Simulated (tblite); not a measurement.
# C4H9N2PSi2: the cost of one run

The runs use tblite 0.8.0 and PySCF 2.14.0, with density-fitted response routines of our own; the level of theory stands in each step. All values are computed, except where a source is named. Atoms are numbered from 0 throughout.

**1. Starting geometry**

18 atoms, charge 0, multiplicity 1; geometry from: force field or distance geometry start.

Bonds of the start (Å): C0–C1 1.47, C1–C2 1.19, C2–Si3 1.87, Si3–N4 1.72, Si3–P5 2.22, Si3–Si6 2.31, Si6–C7 1.87, C7–N8 1.15, C0–H9 1.10, C0–H10 1.08, C0–H11 1.09, N4–H12 1.01, N4–H13 1.01, P5–H14 1.41, P5–H15 1.41, Si6–H16 1.49, Si6–H17 1.49.

**2. Geometry optimisation with GFN2-xTB**

The job: settings as JSON, then the geometry in Å.

```
{"job": {"kind": "relax", "xc": "GFN2-xTB", "basis": "xTB"}, "charge": 0, "multiplicity": 1}
C      2.735800     2.108700     1.092900
C      1.702800     1.119600     0.751400
C      0.874500     0.298200     0.496800
Si    -0.445700    -0.957200     0.078600
N      0.238800    -2.504400     0.410000
P     -2.028000    -0.829200     1.633600
Si    -1.240500    -0.657700    -2.066100
C     -1.944700     1.072500    -2.105400
N     -2.395000     2.135300    -2.131100
H      2.377200     3.118200     0.849400
H      3.648100     1.920800     0.537300
H      2.957300     2.083400     2.164000
H      1.192400    -2.519600     0.064900
H      0.328800    -2.605900     1.410900
H     -2.981800    -1.649900     1.007300
H     -2.606200     0.390700     1.222200
H     -2.283400    -1.678700    -2.374100
H     -0.139200    -0.838500    -3.054400
```

Launch:

```sh
$ OMP_NUM_THREADS=1 python probes_run.py task.json out
```

One launch serves the whole session: the jobs run in the order shown.

Q: Estimate the wall time and peak memory of this first job on 1 thread of Arm Neoverse N1, shared host.

About 1.9 s, with a peak of 0.18 GiB.
